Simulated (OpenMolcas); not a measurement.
# W⁴⁺: RASSCF and RASPT2 terms and fine-structure levels

Which level of W⁴⁺ lies lowest, and where do the others fall? The reference wave functions come first, then spin-orbit coupling, then second-order correlation.

The numbers are computed with OpenMolcas 26.06 (state-averaged RASSCF and RASPT2, spin-orbit coupling by RASSI with atomic mean-field integrals), except any that are marked as measured or tabulated.

## Step 1: The atom as given

| Property | Result |
| --- | --- |
| Species | W⁴⁺ (tungsten, Z = 74, 70 electrons) |
| Basis | ANO-RCC-VQZP [9s8p6d4f3g2h], 140 functions |
| Scalar Hamiltonian | DKH2, point nucleus |
| Inactive shells | 1s 2s 2p 3s 3p 3d 4s 4p 4d 4f 5s |
| Active space | 8 electrons in 8 orbitals (RAS1 5p, at most 2 holes; RAS2 5d) |
| Some configurations of this space | 5d² |
| Orbitals | optimised for each spin and parity, averaged over all roots |

The outer shells:

5d2
```
5d [↑ ][↑ ][  ][  ][  ]
```

Each step is its own input file, run in one work folder so that later steps find the files of earlier ones. Labels, J, g values, rates, χT and fits are worked out afterwards by a script from the matrices that RASSI stores.

## Step 2: One- and two-electron integrals

Input file a.inp:

```
&GATEWAY
Coord
1

W 0.0 0.0 0.0
Basis=ANO-RCC-VQZP
Group=XYZ
NoMove
AngMom=0.0 0.0 0.0
AMFI
&SEWARD
```

Command:

```
> OMP_NUM_THREADS=1 MOLCAS_MEM=1689 MOLCAS_PROJECT=a pymolcas a.inp > a.log
```

## Step 3: Start orbitals from a smaller active space

Input file a.inp:

```
&RASSCF
FileOrb=start.orb
Symmetry=1
Spin=3
nActEl=2 0 0
Inactive=15 19
Ras2=5 0
CIRoot=10 10 1
SDav=10
CIMx=300
Iter=120 100
PrWF=0.3
OrbListing=Nothing
MaxOrb=0
Atom
>>> COPY $Project.JobIph JOBPRE
```

## Step 4: Reference wave functions, triplets of even parity, 10 roots

Input file a.inp:

```
&RASSCF
FileOrb=start.orb
Symmetry=1
Spin=3
nActEl=8 2 0
Inactive=15 16
Ras1=0 3
Ras2=5 0
CIRoot=10 10 1
SDav=580
CIMx=300
Iter=120 100
PrWF=0.3
OrbListing=Nothing
MaxOrb=0
Thrs=2.0e-7 1.0e-1 5.0e-4
Atom
>>> COPY $Project.JobIph JOB001
```

## Step 5: Reference wave functions, singlets of even parity, 15 roots

Input file a.inp:

```
&RASSCF
FileOrb=start.orb
Symmetry=1
Spin=1
nActEl=8 2 0
Inactive=15 16
Ras1=0 3
Ras2=5 0
CIRoot=15 15 1
SDav=450
CIMx=300
Iter=120 100
PrWF=0.3
OrbListing=Nothing
MaxOrb=0
Thrs=2.0e-7 1.0e-1 5.0e-4
Atom
>>> COPY $Project.JobIph JOB002
```

## Step 6: State interaction with spin-orbit coupling

Input file a.inp:

```
&RASSI
NrOfJobIphs=2 10 15
1 2 3 4 5 6 7 8 9 10
1 2 3 4 5 6 7 8 9 10 11 12 13 14 15
IphNames
JOB001
JOB002
EJob
SpinOrbit
DIPRint=1.0
SOCoupling=1000.0
Subsets=2
MEES
Property=10
'ANGMOM' 1 'ANGMOM' 2 'ANGMOM' 3 'MLTPL  1' 1 'MLTPL  1' 2 'MLTPL  1' 3
'AMFI' 1 'AMFI' 2 'AMFI' 3 'MLTPL  2' 6
SOProperty=3
'ANGMOM' 1 'ANGMOM' 2 'ANGMOM' 3
```

## Step 7: CASPT2: IPEA 0.25, imaginary shift 0.1 (closed shells correlated: 5s)

Input file a.inp:

```
>>> COPY JOB001 $Project.JobIph
&CASPT2
Multistate=10 1 2 3 4 5 6 7 8 9 10
Frozen=14 16
IPEA=0.25
Imaginary=0.1
MaxIter=60
WThr=0.0 0.3 0.05
PrWF=0.5
NoMix
>>> COPY JOB002 $Project.JobIph
&CASPT2
Multistate=15 1 2 3 4 5 6 7 8 9 10 11 12 13 14 15
Frozen=14 16
IPEA=0.25
Imaginary=0.1
MaxIter=60
WThr=0.0 0.3 0.05
PrWF=0.5
NoMix
```

(Steps that only read results are left out.)

What does the calculation give? Wanted: lowest level; first excited level; lowest level of another term; spin-orbit lowering of the lowest level; strongest of the lines computed, by gA.

The runs gave:

```
                                                                                      quantity                                                                     value
                                                                                        method  SS-RASPT2, IPEA 0.25, imaginary shift 0.1 (closed shells correlated: 5s)
                                                                                  lowest level                                     5d² ³F₂, 88 % of that term, g = 0.708
                                                                   ground level listed by NIST                                                                       3F2
                                                                           first excited level                                                      5d² ³F₃ at 6810 cm⁻¹
                                                                  lowest level of another term                                                     5d² ³P₀ at 13480 cm⁻¹
                                                       spin-orbit lowering of the lowest level                                                                 8476 cm⁻¹
strongest of the lines computed, by gA (one parity, so forbidden lines), at SS-RASPT2 energies                             5d² ¹G₄ → 5d² ³F₃, 603.7 nm, A = 9.29e+00 s⁻¹
```

What each method costs and misses:

```csv
method,time of its own steps,time with the reference,mean absolute difference from the measured levels (cm-1)
A. RASSCF,39 s,39 s,2500
"B. SS-RASPT2, IPEA 0.25, imaginary shift 0.1, +5s",37 s,76 s,980
```

Times are of one thread on a shared host.

The multiplet ³F is regular; its intervals divided by the larger J differ by 49 % of their mean, where Landé's rule for pure LS coupling makes them equal. Second-order correlation (method B) scales the levels of the lowest configuration above 5000 cm⁻¹ by 0.89 to 1.04. Method B lies closest to the measured levels (980 cm⁻¹ on average) and A farthest (2500). Only the configurations of the active space and the roots asked for are present. Not all states of the active space went into the spin-orbit step. Measured levels are paired by their LS label, which is uncertain where the leading share is low. CASPT2 does not keep the components of a term degenerate, and the means are used. The levels of the extra active shells were not computed. Only valence configurations of the active space appear, up to the ionisation limit; * or ° marks odd parity.
